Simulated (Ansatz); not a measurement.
**C₃H₂F₄: up Jacob's ladder to CCSD(T)**

Aim: compute C₃H₂F₄ with functionals from several rungs and with coupled cluster. The yardstick is the atomisation energy at the CCSD(T) limit.

Computed with Ansatz 0.2.0, Gaussian basis. Level: functionals in def2-TZVPP, the program's frozen cores in correlated methods.

Levels to be run: LDA (SPW92), PBE-D4, revPBE-D4, BLYP-D4, r2SCAN-D4, B97M-V, PBE0-D4, B3LYP-D4, r2SCANh-D4, r2SCAN0-D4, HSE06-D4, BHLYP-D4, CAM-B3LYP-D4, LC-ωPBE, ωB97X-V, ωB97M-V, B2PLYP, PBE-QIDH; CCSD(T)/def2-SVP; CCSD(T)/def2-TZVPP; MP2/def2-QZVPP; extrapolation to the limit; RPA on PBE.

**1. Structure used throughout**

All runs share one geometry, relaxed beforehand with PBE0-D4 in a triple-zeta def2 set.

SMILES `FC(F)=CC(F)F`, 9 atoms, charge 0, spin multiplicity 1.

Atoms are counted from 1 here; the program's logs count them from 0.

Bond lengths: F1–C2 1.310 Å, C2–F3 1.307 Å, C2–C4 1.319 Å, C4–C5 1.480 Å, C4–H8 1.081 Å, C5–F6 1.360 Å, C5–F7 1.360 Å, C5–H9 1.093 Å. Angles: F1–C2–F3 110.1°, F1–C2–C4 125.4°, F3–C2–C4 124.5°, C2–C4–C5 122.4°, C2–C4–H8 118.9°, C5–C4–H8 118.7°, C4–C5–F6 110.1°, C4–C5–F7 110.1°, C4–C5–H9 113.6°, F6–C5–F7 106.4°, F6–C5–H9 108.1°, F7–C5–H9 108.1°.

**2. LDA**

This LDA is Slater exchange with PW92 correlation.

in.yaml

```yaml
crystal:
  periodic: [false, false, false]
  atoms:
    - {symbol: F, position_ang: [1.037363, -1.514971, 0.948503]}
    - {symbol: C, position_ang: [0.153486, -1.353724, -0.005437]}
    - {symbol: F, position_ang: [-0.178408, -2.512584, -0.510216]}
    - {symbol: C, position_ang: [-0.335720, -0.196373, -0.405258]}
    - {symbol: C, position_ang: [0.074670, 1.090061, 0.200789]}
    - {symbol: F, position_ang: [-1.009538, 1.734244, 0.710576]}
    - {symbol: F, position_ang: [0.597287, 1.909926, -0.750585]}
    - {symbol: H, position_ang: [-1.063355, -0.184492, -1.204735]}
    - {symbol: H, position_ang: [0.812614, 0.981514, 0.999266]}
basis:
  gaussian: {orbitals: def2-TZVPP}
hamiltonian: {xc: lda}
output: {orbitals: {seedname: orbitals}}
```

Run with:

```console
> ansatz run in.yaml --threads 4 --pin off --events-out ev --progress --plain --max-ram 10444MiB
```

Further steps of the session: PBE-D4 (GGA); revPBE-D4 (GGA); BLYP-D4 (GGA); r2SCAN-D4 (meta-GGA); B97M-V (meta-GGA); B3LYP-D4 (hybrid); r2SCANh-D4 (hybrid); r2SCAN0-D4 (hybrid); HSE06-D4 (hybrid); BHLYP-D4 (hybrid); CAM-B3LYP-D4 (range-separated); LC-ωPBE (range-separated); ωB97X-V (range-separated); ωB97M-V (range-separated); B2PLYP (double hybrid); PBE-QIDH (double hybrid); CCSD(T) in def2-SVP; CCSD(T) in def2-TZVPP; MP2 in def2-QZVPP; RPA on PBE orbitals.

Before running them: what should the planned runs give, taken together? Wanted: atomisation energy, CCSD(T)/CBS; farthest beyond LDA; mean size of error, GGA; mean size of error, meta-GGA; mean size of error, hybrid; mean size of error, range-separated; mean size of error, double hybrid; gap, smallest and largest; T1 diagnostic.

As calculated:

| quantity | value |
| --- | --- |
| atomisation energy, CCSD(T)/CBS | 3770.1 kJ/mol |
| functionals within 18.9 kJ/mol (0.5 %) | B97M-V, B3LYP-D4, r2SCANh-D4, PBE-QIDH |
| farthest beyond LDA | PBE-D4 (+205.6 kJ/mol) |
| mean size of error, GGA | 100.4 kJ/mol |
| mean size of error, meta-GGA | 30.7 kJ/mol |
| mean size of error, hybrid | 66.7 kJ/mol |
| mean size of error, range-separated | 35.0 kJ/mol |
| mean size of error, double hybrid | 17.0 kJ/mol |
| gap, smallest and largest | 5.63 eV (LDA (SPW92)), 13.28 eV (LC-ωPBE) |
| T1 diagnostic | 0.0124 |
| triples share of the correlation energy | 3.4 % |

What this shows: The LDA atomisation energy is off by 814.5 kJ/mol (22 %): it overbinds. PBE-D4 is off by +205.6 kJ/mol. Double hybrids carry the basis error of their MP2 part in triple zeta, and no dispersion term here, so their miss is partly the set-up's. Taken by rung, double hybrid functionals do best (17.0 kJ/mol on average) and GGA ones worst beyond LDA (100.4 kJ/mol). The reference freezes the cores and leaves out relativity and excitations past (T), so misses under about 18.9 kJ/mol can't be ranked. Hartree-Fock recovers 69 % of the binding; the rest is correlation. CCSD(T) in def2-SVP is off by -171.3 kJ/mol, more than most functionals: a good method in a small basis is no reference. The gap grows from 5.6 to 13.3 eV across the functionals, mostly with the share of exact exchange.
